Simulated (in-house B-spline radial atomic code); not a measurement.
**Yb⁶⁰⁺: RPA and G0W0 on different mean-field starts**

Aim: see how far the highest quasi-particle level and the RPA correlation energy of Yb⁶⁰⁺ depend on the orbitals that they are built on.

Method: RPA, second order, AC-SOSEX and G0W0 (contour deformation) on a scalar-relativistic mean field, all electrons; no spin-orbit coupling, Breit or QED terms, no two-electron picture change. Code: an in-house B-spline radial atomic code, version 1.

### 1 The system

```
element       : ytterbium (Z = 70)
charge        : +60
electrons     : 10
configuration : [He] 2s2 2p6
Hamiltonian   : scalar-relativistic (spin-free one-electron X2C), finite nucleus
starts        : Hartree-Fock, PBE, PBEsol, B3LYP, ωB97X
```

Outer shells as boxes (Hund's rule):

Yb60+
```
[He] core
2s [↑↓]
2p [↑↓][↑↓][↑↓]
```

### 2 Hartree-Fock start

Settings of the run:

```ini
Z = 70
electrons = 10.0
configuration = [He] 2s2 2p6
hamiltonian = x2c
method = hf
lmax = 9
rms_radius = 5.3108
spin_polarised = False
box_radius = 1.83
intervals = 59
```

Run with:

```console
> python run_gw.py task.json out
```

The settings of every run stand in task.json; they run in order.

After this run come: PBE start; PBEsol start; B3LYP start; ωB97X start.

**Question.** What will these runs give? Wanted: highest level, mean field; highest level, G0W0; RPA correlation energy; RPA+SOSEX.

The runs gave:

```
                                          quantity                                                              value
   highest level, mean field (range over the runs)                                          -14137.40 to -13973.92 eV
         highest level, G0W0 (range over the runs)                                          -14135.85 to -14135.31 eV
                            RPA correlation energy                                         -0.7561 to -0.7444 hartree
                                         RPA+SOSEX                                         -0.4854 to -0.4776 hartree
tabulated theoretical ionisation energy (2p shell)  13784 ± 10 eV (NIST Atomic Spectra Database, ionization energies)
               G0W0 removal energy less that value                                                    +351 to +352 eV
```

**Reading.** Across the starts the mean-field level varies by 163 eV and the G0W0 level by 0.54 eV (0.33 % as much). Semilocal starts leave the level too high; G0W0 lowers it by 159 to 162 eV. The RPA energy is largest in size on PBE and smallest on Hartree-Fock, 1.5 % apart; over the runs it loosely follows the gap of the start, as smaller excitation energies give more correlation. The tabulated theoretical ionisation energy is 13784 ± 10 eV. G0W0 is off by about +352 eV (+2.6 %) in every run shown, whatever the start. Without spin-orbit coupling the level is the average over j, while the tabulated threshold takes the electron from j = 3/2, which is bound less; that pushes the computed values up by a part of the shell's splitting. Read as a removal energy, the bare PBE level is off by +193 eV (+1.4 %) and the nearest bare level, PBEsol's, by +190 eV, nearer than G0W0, but by cancellation: self-interaction lowers its value while this Hamiltonian leaves the G0W0 value too high. Spin-orbit coupling, which splits the 2p shell strongly in so heavy an element, is left out.
